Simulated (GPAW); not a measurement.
## NiMoIrPdW in GPAW: the effect of functional

Crystal: NiMoIrPdW.

```
Ni Mo Pd Ir W
1.0
     4.11705    0.00000    0.00000
    -2.05853    3.56547    0.00000
     0.00000    0.00000    5.44580
Ni Mo Pd Ir W
1 1 1 1 1
Cartesian
  0.0000 0.0000 5.2157
  2.0585 1.1885 5.2367
  2.0585 1.1885 2.5211
  0.0000 2.3770 3.9521
  0.0000 2.3770 1.2875
```

The cell was built by a generator and needn't be a form met in nature.

Alike in all runs:

```yaml
Program: GPAW 26.7.0
Task: band structure
Cutoff: 600 eV
Basis: pw
k_mesh: 5 × 5 × 4
Occupations: fermi-dirac, width 0.05 eV
Spin: collinear spin, ferromagnetic start
Starting_moments: "[1.0, 1.0, 0.0, 0.6, 0.0] μB"
```

**Question.** One run gave: pressure -8.9 GPa; largest force 0.14 eV/Å. Which functional did it use?
A. r2SCAN
B. AM05
C. PBE
D. LDA
E. BLYP

**Answer.** B.

```tsv
functional	potentials or basis	pressure (GPa)	largest force (eV/Å)
LDA	the program's PAW data sets (release 1.2.1) made for this functional	-13.4	0.14
PBE	GPAW PAW data sets (gpaw-data 1.2.1)	0.1	0.19
PBEsol	PAW data sets generated in the run's folder for this functional	-7.9	0.12
RPBE	the program's PAW data sets (release 1.2.1) made for this functional	4.2	0.22
revPBE	the program's PAW data sets (release 1.2.1) made for this functional	3.1	0.21
BLYP	PAW data sets generated in the run's folder for this functional	8.8	0.31
AM05	PAW data sets generated in the run's folder for this functional	-8.9	0.14
PW91	PAW data sets generated in the run's folder for this functional	0.0	0.20
r2SCAN	GPAW PAW data sets (gpaw-data 1.2.1)	-3.6	0.23
```

Caveats: the stock nickel data set gives pressures a few GPa off other programs; the PAW data sets were made with another functional, which shifts forces and pressure a little (some runs).
